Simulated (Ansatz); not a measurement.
# BH3OSSi: the cost of one run

Computed with Ansatz 0.2.0, Gaussian basis. Level: unrestricted cation, the program's frozen cores in correlated methods.

Levels to be run: UKS PBE-D4/def2-TZVPP; UKS r2SCAN-D4/def2-TZVPP; UKS PBE0-D4/def2-TZVPP; UKS B3LYP-D4/def2-TZVPP; UKS wB97X-V/def2-TZVPP; UKS wB97M-V/def2-TZVPP; UKS B2PLYP/def2-TZVPP; UHF-CCSD(T)/def2-TZVPP; UHF-MP2/def2-QZVPP; extrapolation to the limit; then −ε(HOMO) from the neutral's earlier runs with LDA (SPW92), PBE-D4, revPBE-D4, BLYP-D4, r2SCAN-D4, B97M-V, PBE0-D4, B3LYP-D4, r2SCANh-D4, r2SCAN0-D4, HSE06-D4, BHLYP-D4, CAM-B3LYP-D4, LC-ωPBE, ωB97X-V, ωB97M-V.

## Step 1: The relaxed structure

The geometry comes from an earlier relaxation with PBE0-D4 in a triple-zeta def2 set; it is a stationary point, not always the lowest conformer.

SMILES `S[SiH]1BO1`, 7 atoms, charge 0, spin multiplicity 1.

Atoms are counted from 1 here; the program's logs count them from 0.

Bond lengths: S1–Si2 2.115 Å, S1–H5 1.344 Å, Si2–B3 1.894 Å, Si2–O4 1.749 Å, Si2–H6 1.478 Å, B3–O4 1.342 Å, B3–H7 1.189 Å. Angles: Si2–S1–H5 95.1°, S1–Si2–B3 123.8°, S1–Si2–O4 115.8°, S1–Si2–H6 109.9°, B3–Si2–O4 43.0°, B3–Si2–H6 125.9°, O4–Si2–H6 109.5°, Si2–B3–O4 62.7°, Si2–B3–H7 165.6°, O4–B3–H7 131.7°, Si2–O4–B3 74.2°.

## Step 2: Cation, UKS PBE-D4/def2-TZVPP

The input, in.yaml:

```yaml
crystal:
  periodic: [false, false, false]
  atoms:
    - {symbol: S, position_ang: [-2.056464, -0.135160, 0.421752]}
    - {symbol: Si, position_ang: [-0.010890, 0.369977, 0.242789]}
    - {symbol: B, position_ang: [1.385416, -0.905212, 0.139096]}
    - {symbol: O, position_ang: [0.870759, -0.461173, -1.018552]}
    - {symbol: H, position_ang: [-2.503764, 0.929448, -0.266767]}
    - {symbol: H, position_ang: [0.133570, 1.830485, 0.064435]}
    - {symbol: H, position_ang: [2.242574, -1.696364, 0.371546]}
basis:
  gaussian: {orbitals: def2-TZVPP}
total_charge: 1
magnetization: {spin_polarized: true, initial_magnetization: 1}
hamiltonian: {xc: pbe, dispersion: d4}
```

Command:

```console
ansatz run in.yaml --threads 2 --pin off --events-out ev --progress --plain --max-ram 4352MiB
```

Q: Estimate wall time and peak memory on 2 threads of Intel Xeon Platinum 8488C, shared host.

About 6 s, with a peak of 0.3 GiB.
